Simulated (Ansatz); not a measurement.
# CH5B2F2N: the cost of one run

Method: RKS PBE0-D4/STO-3G, in Ansatz 0.2.0.

### 1 Starting point

Bond lengths: C1–N2 1.432 Å, N2–B3 1.502 Å, B3–F4 1.461 Å, B3–B5 1.686 Å, B5–F6 1.465 Å, C1–H7 1.145 Å, C1–H8 1.075 Å, C1–H9 1.129 Å, N2–H10 1.063 Å, B5–H11 1.174 Å. Angles (14 of 15 angles, heavy atoms first): C1–N2–B3 108.1°, N2–B3–F4 123.6°, N2–B3–B5 122.2°, F4–B3–B5 113.8°, B3–B5–F6 119.5°, C1–N2–H10 111.3°, B3–N2–H10 107.8°, N2–C1–H7 107.5°, N2–C1–H8 115.3°, N2–C1–H9 110.8°, B3–B5–H11 120.6°, F6–B5–H11 119.7°, H7–C1–H8 108.0°, H7–C1–H9 102.9°.

As a file:

```xyz
11

C    -1.2063    0.0369   -0.9100
N    -0.9828   -0.2904    0.4656
B     0.4362   -0.7606    0.6084
F     0.8036   -2.1287    0.9664
B     1.7446    0.3008    0.5403
F     1.5049    1.7288    0.3192
H    -2.2904    0.3936   -1.0077
H    -1.0580   -0.7706   -1.6040
H    -0.6136    0.9512   -1.2051
H    -1.1066    0.5608    1.0899
H     2.8339   -0.0787    0.7577
```

### 2 Preparing the start

Input file input.yaml:

```yaml
crystal:
  periodic: [false, false, false]
  atoms:
    - { symbol: C, position_ang: [-1.2063, 0.0369, -0.91] }
    - { symbol: "N", position_ang: [-0.9828, -0.2904, 0.4656] }
    - { symbol: B, position_ang: [0.4362, -0.7606, 0.6084] }
    - { symbol: F, position_ang: [0.8036, -2.1287, 0.9664] }
    - { symbol: B, position_ang: [1.7446, 0.3008, 0.5403] }
    - { symbol: F, position_ang: [1.5049, 1.7288, 0.3192] }
    - { symbol: H, position_ang: [-2.2904, 0.3936, -1.0077] }
    - { symbol: H, position_ang: [-1.058, -0.7706, -1.604] }
    - { symbol: H, position_ang: [-0.6136, 0.9512, -1.2051] }
    - { symbol: H, position_ang: [-1.1066, 0.5608, 1.0899] }
    - { symbol: H, position_ang: [2.8339, -0.0787, 0.7577] }
basis:
  gaussian: { orbitals: STO-3G }
hamiltonian:
  xc: pbe0
  dispersion: d4
relax:
  f_tol: 0.02
  max_steps: 40
```

The run is started by

```console
$ ansatz run input.yaml --threads 1 --pin off --max-ram 2048MiB --backend cpu --events-out ev --progress --plain --runs-dir out
```

What time and memory should one allow on 1 thread of an x86-64 CPU, shared host?

About 25 s, with a peak of 0.18 GiB.
